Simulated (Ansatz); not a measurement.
**Ge24H32 off rod (Ge₂₂PH₃₂): structure and electronic state**

Aim: characterise Ge24H32 off rod (Ge₂₂PH₃₂) as a doublet: its structure, frontier levels and distribution of charge and spin.

Method: UKS PBE0-D4/def2-SVP; program: Ansatz 0.2.0, Gaussian basis.

The runs, in order: relaxation at PBE-D4/def2-SVP; a single point at PBE0-D4/def2-SVP.

1 further run of the same task is left out (set aside as unsound or not needed). Runs told in other sessions of the task aren't counted.

## 1. The system as given

55 atoms, charge 0, spin multiplicity 2.

Atoms are counted from 1 here; the program's logs count them from 0.

Bond lengths: Ge1–Ge12 2.431 Å, Ge1–Ge16 2.434 Å, Ge1–H24 1.512 Å, Ge1–H25 1.511 Å, Ge2–Ge15 2.428 Å, Ge2–Ge17 2.465 Å, Ge2–H26 1.567 Å, Ge2–H27 1.524 Å, Ge3–Ge13 2.468 Å, Ge3–Ge18 2.454 Å, Ge3–Ge19 2.453 Å, Ge3–H28 1.509 Å, Ge4–Ge15 2.456 Å, Ge4–Ge18 2.475 Å, Ge4–Ge20 2.429 Å, Ge4–H29 1.530 Å, P5–Ge12 2.429 Å, P5–Ge13 2.430 Å and more. Angles: Ge12–Ge1–Ge16 109.3°, Ge12–Ge1–H24 109.6°, Ge12–Ge1–H25 109.0°, Ge16–Ge1–H24 109.8°, Ge16–Ge1–H25 109.9°, H24–Ge1–H25 109.2°, Ge15–Ge2–Ge17 110.2°, Ge15–Ge2–H26 108.8°, Ge15–Ge2–H27 110.6°, Ge17–Ge2–H26 108.6°, Ge17–Ge2–H27 109.6°, H26–Ge2–H27 109.0°, Ge13–Ge3–Ge18 108.9°, Ge13–Ge3–Ge19 109.6°, Ge13–Ge3–H28 109.9°, Ge18–Ge3–Ge19 109.1°, Ge18–Ge3–H28 107.8°, Ge19–Ge3–H28 111.4° and more.

The start is a built from a lattice or polyhedron geometry.

## 2. Relaxation at PBE-D4/def2-SVP

File in.yaml:

```yaml
crystal:
  periodic: [false, false, false]
  atoms:
    - {symbol: Ge, position_ang: [-1.537900, -3.588200, 1.445200]}
    - {symbol: Ge, position_ang: [1.266400, -3.587000, -1.382100]}
    - {symbol: Ge, position_ang: [-1.551100, 2.066200, -4.212300]}
    - {symbol: Ge, position_ang: [1.290300, -0.771100, -4.209600]}
    - {symbol: P, position_ang: [-1.554100, -0.774000, -1.396000]}
    - {symbol: Ge, position_ang: [-1.534100, 2.058100, 1.435800]}
    - {symbol: Ge, position_ang: [1.274200, -0.775400, 1.440300]}
    - {symbol: Ge, position_ang: [1.281800, 2.076900, -1.373700]}
    - {symbol: Ge, position_ang: [-1.583800, -0.799900, 4.266600]}
    - {symbol: Ge, position_ang: [1.279600, 2.060700, 4.272500]}
    - {symbol: Ge, position_ang: [4.146700, -0.788200, -1.394400]}
    - {symbol: Ge, position_ang: [-2.926900, -2.176300, 0.035700]}
    - {symbol: Ge, position_ang: [-2.965300, 0.618200, -2.800800]}
    - {symbol: Ge, position_ang: [-2.956000, 0.624500, 2.844500]}
    - {symbol: Ge, position_ang: [-0.129700, -2.200200, -2.804800]}
    - {symbol: Ge, position_ang: [-0.127200, -2.185500, 2.847100]}
    - {symbol: Ge, position_ang: [2.709300, -2.172700, 0.030500]}
    - {symbol: Ge, position_ang: [-0.140900, 0.653900, -5.639800]}
    - {symbol: Ge, position_ang: [-0.115400, 3.455900, -2.789600]}
    - {symbol: Ge, position_ang: [2.700100, 0.624200, -2.808000]}
    - {symbol: Ge, position_ang: [-0.127800, 3.476000, 2.840000]}
    - {symbol: Ge, position_ang: [2.683800, 0.645900, 2.847700]}
    - {symbol: Ge, position_ang: [-0.125100, 0.654300, 5.659000]}
    - {symbol: H, position_ang: [-2.416800, -4.459700, 2.313300]}
    - {symbol: H, position_ang: [-0.677700, -4.466800, 0.566400]}
    - {symbol: H, position_ang: [2.176900, -4.483300, -2.288600]}
    - {symbol: H, position_ang: [0.406700, -4.484800, -0.499600]}
    - {symbol: H, position_ang: [-2.417800, 2.910600, -5.113300]}
    - {symbol: H, position_ang: [2.176700, -1.638900, -5.105000]}
    - {symbol: H, position_ang: [-2.420700, 2.941700, 0.569700]}
    - {symbol: H, position_ang: [2.176600, 2.938900, -0.512600]}
    - {symbol: H, position_ang: [-2.424500, -1.633300, 5.113000]}
    - {symbol: H, position_ang: [2.161400, 2.935500, 5.125400]}
    - {symbol: H, position_ang: [4.997500, -1.658900, -2.253400]}
    - {symbol: H, position_ang: [4.990600, 0.116100, -0.492900]}
    - {symbol: H, position_ang: [-3.829400, -3.076800, -0.874600]}
    - {symbol: H, position_ang: [-3.808900, -1.310100, 0.893000]}
    - {symbol: H, position_ang: [-3.833000, -0.237500, -3.668100]}
    - {symbol: H, position_ang: [-3.834700, 1.520700, -1.936400]}
    - {symbol: H, position_ang: [-3.828100, -0.250100, 1.987100]}
    - {symbol: H, position_ang: [-3.812300, 1.497700, 3.695300]}
    - {symbol: H, position_ang: [-0.996900, -3.025400, -3.695900]}
    - {symbol: H, position_ang: [0.730200, -3.054800, 3.719700]}
    - {symbol: H, position_ang: [3.570400, -3.068800, 0.911300]}
    - {symbol: H, position_ang: [-1.012200, -0.230400, -6.512500]}
    - {symbol: H, position_ang: [0.736300, 1.515700, -6.524100]}
    - {symbol: H, position_ang: [0.749100, 4.332700, -3.697200]}
    - {symbol: H, position_ang: [-0.984300, 4.348700, -1.926500]}
    - {symbol: H, position_ang: [3.585700, 1.514200, -3.684300]}
    - {symbol: H, position_ang: [0.755400, 4.353800, 1.959800]}
    - {symbol: H, position_ang: [-0.993700, 4.340700, 3.716400]}
    - {symbol: H, position_ang: [3.564500, 1.514700, 2.001600]}
    - {symbol: H, position_ang: [3.560300, -0.232200, 3.700200]}
    - {symbol: H, position_ang: [-1.006200, 1.534000, 6.557700]}
    - {symbol: H, position_ang: [0.739500, -0.231100, 6.571800]}
basis:
  gaussian: {orbitals: def2-SVP, fitting: {mean_field: def2-universal-jkfit}}
magnetization: {spin_polarized: true, initial_magnetization: 1}
hamiltonian: {xc: pbe, dispersion: d4}
scf: {lower_state_search: "off"}
output: {orbitals: {seedname: orbitals}}
relax: {f_tol: 0.03, max_steps: 70}
```

On the command line:

```bash
$ ansatz run in.yaml --threads 11 --pin off --events-out ev --progress --plain --max-ram 174080MiB --backend cuda --devices 0, --max-vram 75GiB
```

After this run come: Single point, PBE0-D4/def2-SVP.

Before running them: what should the planned runs give, taken together? Wanted: point group; commonest bond, hydrogen aside; HOMO, LUMO at PBE0-D4/def2-SVP; ⟨S²⟩; dipole at PBE-D4/def2-SVP.

As calculated:

| quantity | value |
| --- | --- |
| point group | C1 |
| commonest bond, hydrogen aside | Ge–Ge, 26 of mean length 2.453 Å |
| HOMO, LUMO at PBE0-D4/def2-SVP (over both spins) | -5.21, -3.21 eV |
| ⟨S²⟩ | 0.754 |
| dipole at PBE-D4/def2-SVP | 1.82 D |

In words: The relaxation broke 1 and made 2 bonds, so the end is another structure than the start. No usable vibrations, so a minimum isn't proven. Whether this spin is the lowest isn't tested here. The point group is read from a loosely relaxed geometry; soft torsions can leave it below the true symmetry.
